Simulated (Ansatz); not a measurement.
## BrClFSn, SMILES [F][Sn]([Cl])[Br]: a comparison of dispersion corrections, step by step

Program: the Ansatz DFT code, driven from Python.

The script reads `brclfsn.xyz`:
```text
4

F    -1.88580    0.22520    0.13060
Sn   -0.18890   -0.55900   -0.06310
Cl    1.01060   -0.23440    1.90750
Br    1.11970    0.50790   -1.99520
```

Notebook, run cell by cell (the value of a cell's last expression is shown):

**Cell 1**
```python
import warnings

import ansatz as az
```

**Cell 2**
```python
warnings.simplefilter("ignore", az.DeckWarning)

brclfsn = az.Crystal.molecule_from_extxyz("brclfsn.xyz")
```

**Cell 3**
```python
setup = (
    brclfsn.calculation()
    .basis(gaussian="def2-SVP")
    .spin("collinear", total=1)
)
for name in ["blyp", "b3lyp"]:
    for correction in ("d3bj", "d4"):
        summary = setup.functional(name, dispersion=correction).run(threads=1, pin="off").report
        print(f"{name:8s} {correction:5s} total {summary['free_energy_ev']:.5f} eV, of which dispersion {1000 * summary['dispersion']['energy']['ev']:.2f} meV")
```
Output:
```text
blyp     d3bj  total -91104.45419 eV, of which dispersion -273.72 meV
blyp     d4    total -91104.46003 eV, of which dispersion -279.56 meV
b3lyp    d3bj  total -91108.38821 eV, of which dispersion -234.88 meV
b3lyp    d4    total -91108.37782 eV, of which dispersion -224.49 meV
```

Reading the output:
- Total energies depend on the basis set; only differences at equal settings carry meaning.
- The geometry is a force-field or estimated start, not a minimum of this method, and the basis set is short of its limit. D4 holds the three-body term, and d3bj doesn't.
- def2 sets replace the cores of elements past krypton by effective core potentials.
- The species is open-shell (spin multiplicity 2).
- b3lyp holds the VWN-RPA fit, as in Gaussian; the form of ORCA and Turbomole is b3lyp5.
- Finished in 27 s on 1 thread of Arm Neoverse V1, on a shared host, peak memory 0.36 GiB.
